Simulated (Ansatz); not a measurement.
# Alloy of ZnGeP2 and ZnSnP2 (2 of 4 Ge sites exchanged), 16 atoms with displaced atoms

Aim: a base single point, then the same cell under other settings, to see what each one moves.

Program: Ansatz 0.2.0, PAW, plane waves. These are calculated values, not measurements.

1 further run of the same task is left out (it didn't finish).

### Step 1. The system as built

16 atoms (4 Zn, 2 Ge, 2 Sn, 8 P); a = 5.523 Å, b = 5.523 Å, c = 10.995 Å, α = 90.00°, β = 90.00°, γ = 90.00°. All atoms were shaken off their sites by about 0.07 Å along each axis.

### Step 2. Single point with PBEsol

Input file in.yaml:

```yaml
crystal:
  lattice:
    - [5.523023, -0.000082, -0.000020]
    - [-0.000082, 5.523023, -0.000020]
    - [-0.000040, -0.000040, 10.994744]
  atoms:
    - { symbol: Zn, position: [0.014595, 0.983902, 0.982679] }
    - { symbol: Zn, position: [0.991755, 0.505644, 0.251319] }
    - { symbol: Zn, position: [0.517753, 0.993769, 0.742094] }
    - { symbol: Zn, position: [0.489270, 0.487855, 0.505110] }
    - { symbol: Ge, position: [0.007165, 0.989022, 0.499035] }
    - { symbol: Ge, position: [0.510504, 0.478767, 0.003769] }
    - { symbol: Sn, position: [0.513727, 0.002935, 0.248657] }
    - { symbol: Sn, position: [0.019443, 0.497229, 0.754187] }
    - { symbol: P, position: [0.243196, 0.244818, 0.129768] }
    - { symbol: P, position: [0.260643, 0.242051, 0.624579] }
    - { symbol: P, position: [0.759198, 0.733080, 0.126825] }
    - { symbol: P, position: [0.750807, 0.252450, 0.380796] }
    - { symbol: P, position: [0.275439, 0.736328, 0.378789] }
    - { symbol: P, position: [0.265661, 0.768096, 0.871972] }
    - { symbol: P, position: [0.751542, 0.720172, 0.628660] }
    - { symbol: P, position: [0.752476, 0.233857, 0.881245] }
kpoints:
  mp_grid: { grid: [2, 2, 2], shift: [0.5, 0.5, 0.5] }
hamiltonian:
  xc: pbesol
scf:
  occupations: { method: fermi_dirac, width: 0.01 }
output:
  forces: true
  eigenvalues: true
  stress: true
  populations: true
```

Started as:

```bash
ansatz run in.yaml --threads 7 --pin off --max-ram 13300MiB --runs-dir r --events-out ev --progress --plain
```

### Step 3. Run again with accuracy low

in.yaml: that of step 2 with these lines changed.

```diff
@@ -1 +1,2 @@
+accuracy: low
 crystal:
@@ -28,2 +29,3 @@
   occupations: { method: fermi_dirac, width: 0.01 }
+  max_iter: 50
 output:
@@ -32,2 +34 @@
   stress: true
-  populations: true
```

### Step 4. Variant: xc grid 1

in.yaml: that of step 3 with these lines changed.

```diff
@@ -1,2 +1 @@
-accuracy: low
 crystal:
@@ -25,2 +24,3 @@
   mp_grid: { grid: [2, 2, 2], shift: [0.5, 0.5, 0.5] }
+basis: { xc_grid: 1 }
 hamiltonian:
@@ -29,3 +29,3 @@
   occupations: { method: fermi_dirac, width: 0.01 }
-  max_iter: 50
+  max_iter: 70
 output:
```

### Step 5. Variant: smearing width 0.5 eV, density cutoff ratio 3

in.yaml: that of step 4 with these lines changed.

```diff
@@ -24,3 +24,3 @@
   mp_grid: { grid: [2, 2, 2], shift: [0.5, 0.5, 0.5] }
-basis: { xc_grid: 1 }
+basis: { ecutrho_ratio: 3 }
 hamiltonian:
@@ -28,4 +28,4 @@
 scf:
-  occupations: { method: fermi_dirac, width: 0.01 }
-  max_iter: 70
+  occupations: { method: fermi_dirac, width: 0.5 }
+  max_iter: 60
 output:
```

### Step 6. Changed settings: cutoff 180 eV, density threshold 1e-12 eV

in.yaml: that of step 5 with these lines changed.

```diff
@@ -24,3 +24,3 @@
   mp_grid: { grid: [2, 2, 2], shift: [0.5, 0.5, 0.5] }
-basis: { ecutrho_ratio: 3 }
+basis: { ecutwfc: 180 }
 hamiltonian:
@@ -28,4 +28,5 @@
 scf:
-  occupations: { method: fermi_dirac, width: 0.5 }
-  max_iter: 60
+  occupations: { method: fermi_dirac, width: 0.01 }
+  max_iter: 70
+  convergence: { dr2_threshold: 1e-12 }
 output:
```

Q: Predict the outcome of this session. Wanted: for each run, settings; status; energy from base; forces from base.

The runs gave:

| settings | status | cycles | time | energy from base (meV/atom) | forces from base (eV/Å rms) | filled to empty level on the mesh (eV) |
| --- | --- | --- | --- | --- | --- | --- |
| base | converged | 9 | 3.1 s (7 CPU threads) | 0 | 0 | 1.50 |
| accuracy low | converged | 9 | 2.3 s (7 CPU threads) | 0.0 | 0.000 | 1.50 |
| xc grid 1 | converged | 9 | 2.2 s (7 CPU threads) | 0.0 | 0.000 | 1.50 |
| smearing width 0.5 eV, density cutoff ratio 3 | converged, settings too loose | 9 | 2.9 s (7 CPU threads) | +35.8 | 0.103 | - |
| cutoff 180 eV, density threshold 1e-12 eV | converged, settings too loose | 15 | 1.3 s (7 CPU threads) | +7065.2 | 0.151 | 1.51 |

**Reading.** Among these variants the forces move most with cutoff 180 eV, density threshold 1e-12 eV (0.151 eV/Å rms). The base mesh is coarse for so small a cell, so pressure, spacing and their changes aren't converged values of the solid.
